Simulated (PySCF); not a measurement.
# C4H4FO2: the cost of one run

Method: levels as typed in each script, gas phase, geometry from GFN2-xTB; program: PySCF 2.14.0.

## Step 1: Where the work starts

11 atoms, charge -1, spin multiplicity 1.

Bond lengths: C1–C2 1.537 Å, C1–H8 1.086 Å, C1–H9 1.089 Å, C1–H10 1.089 Å, C2–O3 1.240 Å, C2–C4 1.408 Å, C4–F5 1.394 Å, C4–C6 1.395 Å, C6–O7 1.237 Å, C6–H11 1.116 Å. Angles: C2–C1–H8 110.9°, C2–C1–H9 110.8°, C2–C1–H10 108.1°, H8–C1–H9 108.9°, H8–C1–H10 109.1°, H9–C1–H10 109.0°, C1–C2–O3 118.1°, C1–C2–C4 116.8°, O3–C2–C4 125.1°, C2–C4–F5 115.1°, C2–C4–C6 128.6°, F5–C4–C6 116.3°, C4–C6–O7 129.0°, C4–C6–H11 112.8°, O7–C6–H11 118.2°.

Geometry (Å):

```xyz
11

C     1.5771   -1.4208   -0.0004
C     1.1050    0.0422    0.0002
O     1.9661    0.9345    0.0011
C    -0.2859    0.2596   -0.0003
F    -0.6755    1.5976   -0.0010
C    -1.3146   -0.6831    0.0004
O    -2.5384   -0.4997    0.0006
H     1.2215   -1.9428    0.8837
H     1.2188   -1.9431   -0.8867
H     2.6662   -1.4240   -0.0021
H    -0.9387   -1.7343    0.0011
```

## Step 2: Removing and adding an electron (HF/def2-svpd)

The input, input.py:

```python
import numpy as np
from pyscf import gto, scf, dft
from pyscf.scf import atom_ks, atom_hf
from scipy.linalg import block_diag

def solve(mol, dm0=None, hcore=None):
    mf = scf.UHF(mol) if mol.spin else scf.RHF(mol)
    mf = mf.density_fit(auxbasis='def2-universal-jkfit')
    mf.conv_tol, mf.max_cycle = 1e-8, 80
    if hcore is not None:
        mf.get_hcore = lambda *args: hcore
    mf.kernel(dm0)
    if not mf.converged:
        mf = mf.newton().run(mf.mo_coeff, mf.mo_occ, max_cycle=30)
    assert mf.converged, 'SCF not converged'
    return mf

mol = gto.M(atom='''
C      1.57713    -1.42082    -0.00037
C      1.10501     0.04217     0.00021
O      1.96611     0.93449     0.00112
C     -0.28587     0.25965    -0.00028
F     -0.67554     1.59761    -0.00101
C     -1.31459    -0.68309     0.00039
O     -2.53837    -0.49971     0.00055
H      1.22153    -1.94278     0.88368
H      1.21876    -1.94314    -0.88667
H      2.66620    -1.42395    -0.00209
H     -0.93867    -1.73426     0.00113
''', basis='def2-svpd', charge=-1, spin=0, verbose=4)
mf = solve(mol)
out = dict(e0=mf.e_tot, dm0=mf.make_rdm1(), c=mf.mo_coeff, occ=mf.mo_occ, eps=mf.mo_energy)
for name, dq, spin in [('cation', 1, 1)]:
    ion = mol.copy().set(charge=mol.charge + dq, spin=spin).build()
    mi = solve(ion)
    if spin and dq > 0 and mol.nao < 130:
        c, _, stable, _ = mi.stability(return_status=True)
        if not stable:
            mi = solve(ion, mi.make_rdm1(c, mi.mo_occ))
    print(name, 'vertical energy change / eV', (mi.e_tot - mf.e_tot) * 27.211386)
    out.update({'e_' + name: mi.e_tot, 'dm_' + name: mi.make_rdm1(), 's2_' + name: mi.spin_square()[0], 'eps_' + name: mi.mo_energy, 'occ_' + name: mi.mo_occ})
# spherically averaged free atoms, for the promolecule
atm = scf.atom_hf.get_atm_nrhf(mol)
pro = block_diag(*[(atm[a[0]][2] * atm[a[0]][3]) @ atm[a[0]][2].T for a in mol._atom])
np.savez('result.npz', pro=pro, **out)
```

Launch:

```bash
> OMP_NUM_THREADS=1 python input.py
```

What time and memory should one allow on 1 thread of Arm Neoverse V2, shared host?

About 16 s, with a peak of 0.37 GiB.
